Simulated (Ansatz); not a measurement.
**FGaGeH4: a ladder of functionals and wavefunction methods**

One table from this session's results is given with a row withheld; the runs are named, their logs left out.

Program: Ansatz 0.2.0, Gaussian basis. Level of theory: functionals in def2-TZVPP, the program's frozen cores in correlated methods. These are calculated values, not measurements.

Levels to be run: LDA (SPW92), PBE-D4, revPBE-D4, BLYP-D4, r2SCAN-D4, B97M-V, PBE0-D4, B3LYP-D4, r2SCANh-D4, r2SCAN0-D4, HSE06-D4, BHLYP-D4, CAM-B3LYP-D4, LC-ωPBE, ωB97X-V, ωB97M-V, B2PLYP, PBE-QIDH; CCSD(T)/def2-SVP; CCSD(T)/def2-TZVPP; CCSD(T)/def2-QZVPP; extrapolation to the limit; RPA on PBE.

**Structure used throughout**

An earlier PBE0-D4 in a triple-zeta def2 set relaxation fixed the geometry.

7 atoms, charge 0, spin multiplicity 1.

Atoms are counted from 1 here; the program's logs count them from 0.

Bond lengths: F1–Ge2 1.755 Å, Ge2–Ga3 2.453 Å, Ge2–H4 1.544 Å, Ge2–H5 1.544 Å, Ga3–H6 1.566 Å, Ga3–H7 1.570 Å. Angles: F1–Ge2–Ga3 108.7°, F1–Ge2–H4 104.6°, F1–Ge2–H5 104.6°, Ga3–Ge2–H4 114.9°, Ga3–Ge2–H5 114.9°, H4–Ge2–H5 108.2°, Ge2–Ga3–H6 120.6°, Ge2–Ga3–H7 118.5°, H6–Ga3–H7 120.9°.

Set-up of the first run:

in.yaml

```yaml
crystal:
  periodic: [false, false, false]
  atoms:
    - {symbol: F, position_ang: [-2.240267, 0.155660, 0.094216]}
    - {symbol: Ge, position_ang: [-0.707994, -0.172951, -0.696328]}
    - {symbol: Ga, position_ang: [1.103717, 0.216291, 0.911511]}
    - {symbol: H, position_ang: [-0.831168, -1.628739, -1.196209]}
    - {symbol: H, position_ang: [-0.695766, 0.759832, -1.926793]}
    - {symbol: H, position_ang: [0.787145, 0.686009, 2.371068]}
    - {symbol: H, position_ang: [2.584334, -0.016102, 0.442526]}
basis:
  gaussian: {orbitals: def2-TZVPP}
hamiltonian: {xc: lda}
output: {orbitals: {seedname: orbitals}}
```

On the command line:

```console
$ ansatz run in.yaml --threads 2 --pin off --events-out ev --progress --plain --max-ram 31744MiB --backend cpu
```

Steps of the session up to this table: LDA; PBE-D4 (GGA); revPBE-D4 (GGA); BLYP-D4 (GGA); r2SCAN-D4 (meta-GGA); B97M-V (meta-GGA); PBE0-D4 (hybrid); B3LYP-D4 (hybrid); r2SCANh-D4 (hybrid); r2SCAN0-D4 (hybrid); HSE06-D4 (hybrid); BHLYP-D4 (hybrid); CAM-B3LYP-D4 (range-separated); LC-ωPBE (range-separated); ωB97X-V (range-separated); ωB97M-V (range-separated); B2PLYP (double hybrid); PBE-QIDH (double hybrid).

One of the session's tables, all rows but one given; the rest of the session is left out.

It belongs to the step «Orbital energies across the functionals». 

| functional | HOMO (eV) | LUMO (eV) | gap (eV) |
| --- | --- | --- | --- |
| LDA (SPW92) | -6.77 | -3.43 | 3.34 |
| PBE-D4 | -6.65 | -3.18 | 3.47 |
| revPBE-D4 | -6.60 | -3.06 | 3.54 |
| BLYP-D4 | -6.54 | -3.13 | 3.41 |
| r2SCAN-D4 | -6.95 | -2.96 | 3.99 |
| B97M-V | -7.05 | -3.18 | 3.87 |
| PBE0-D4 | -7.80 | -2.40 | 5.40 |
| B3LYP-D4 | -7.61 | -2.67 | 4.94 |
| r2SCANh-D4 | -7.37 | -2.68 | 4.68 |
| r2SCAN0-D4 | -7.99 | -2.28 | 5.71 |
| HSE06-D4 | -7.41 | -2.77 | 4.64 |
| BHLYP-D4 | -8.83 | -1.67 | 7.16 |
| CAM-B3LYP-D4 | -9.06 | -1.50 | 7.56 |
| LC-ωPBE | -10.33 | -0.31 | 10.03 |
| ωB97X-V | -10.02 | -0.46 | 9.56 |
| ωB97M-V | ? | ? | ? |

**Question.** Estimate the row for ωB97M-V.

The run gave: HOMO (eV): -9.83; LUMO (eV): -0.67; gap (eV): 9.16. In the column «HOMO (eV)» it lies between ωB97X-V (-10.02) and CAM-B3LYP-D4 (-9.06).
